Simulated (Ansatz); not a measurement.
# CH3Ga+ (doublet): the correlation ladder, cc-pVDZ

The task here is to estimate one member of a computed series from the others.

Method: cc-pVDZ, core rule «outside noble gas», up to 15 orbitals frozen; program: Ansatz 0.2.0, Gaussian basis.

Plan: UHF; CCSD(T) on ROHF; CCSD(T) on UHF; BCCD(T) on ROHF; CISD as a restricted active space (open shells left free, so some higher excitations enter); CCSDT(Q) on ROHF; CCSDT(Q) on UHF.

20 further runs of the same task are left out: 2 for a known fault of the program, 7 that didn't finish, 11 set aside as unsound or not needed. Runs told in other sessions of the task aren't counted.

## The geometry

The geometry is a PBE0/def2-TZVP stationary point (not a proven minimum) of the parent state, kept for this charge and spin. No spin-orbit coupling is included. The filled d shell of Ga may be among the frozen orbitals whatever the setting's name suggests.

5 atoms, charge 1, spin multiplicity 2.

Atoms are counted from 1 here; the program's logs count them from 0.

Bond lengths: C1–Ga2 1.914 Å, C1–H3 1.085 Å, Ga2–H4 1.568 Å, Ga2–H5 1.562 Å. Angles: Ga2–C1–H3 154.1°, C1–Ga2–H4 118.8°, C1–Ga2–H5 118.2°, H4–Ga2–H5 123.0°.

The first run:

Input file in.yaml:

```yaml
crystal:
  periodic: [false, false, false]
  atoms:
    - {symbol: C, position_ang: [0.000000, -0.088918, 1.623428]}
    - {symbol: Ga, position_ang: [0.000000, 0.009148, -0.287682]}
    - {symbol: H, position_ang: [0.000000, 0.334283, 2.622499]}
    - {symbol: H, position_ang: [0.000000, 1.420032, -0.970828]}
    - {symbol: H, position_ang: [0.000000, -1.327540, -1.096565]}
basis:
  gaussian: {orbitals: cc-pVDZ}
total_charge: 1
magnetization: {spin_polarized: true, initial_magnetization: 1}
hamiltonian: {xc: hf}
output: {orbitals: {seedname: orbitals}}
```

Run with:

```bash
> ansatz run in.yaml --threads 1 --pin off --events-out ev --progress --plain --max-ram 2393MiB
```

Among the steps run: UHF; CCSD(T) on ROHF; CCSD(T) on UHF; BCCD(T) on ROHF; CISD as a restricted active space (open shells left free, so some higher excitations enter); CCSDT(Q) on ROHF; CCSDT(Q) on UHF.

One table of the session follows, with a row left open; its other results are not shown here.

```
   method  from UCCSDT(Q) (kJ/mol)
     ROHF                        ?
      UHF                   +478.0
     RMP2                   +124.8
     UMP2                   +124.7
    RCCSD                    +17.8
    UCCSD                    +17.6
 RCCSD(T)                     +5.4
 UCCSD(T)                     +5.4
  BCCD(T)                     +5.6
   RCCSDT                     +0.9
   UCCSDT                     +0.9
RCCSDT(Q)                     +0.3
UCCSDT(Q)                        0
```

**Question.** Estimate the row for ROHF.

As computed: from UCCSDT(Q) (kJ/mol): +489.6. In the column «from UCCSDT(Q) (kJ/mol)» it is the highest.

Not comparable, so not listed: CISD as a restricted active space (open shells left free, so some higher excitations enter) (they don't share determinant, frozen orbitals or solution with the rows shown, or repeat one).

To keep in mind: Restricted and unrestricted rows rest on different reference determinants; a gap between their highest levels can come from leftover correlation error, from unlike frozen cores or from another state.
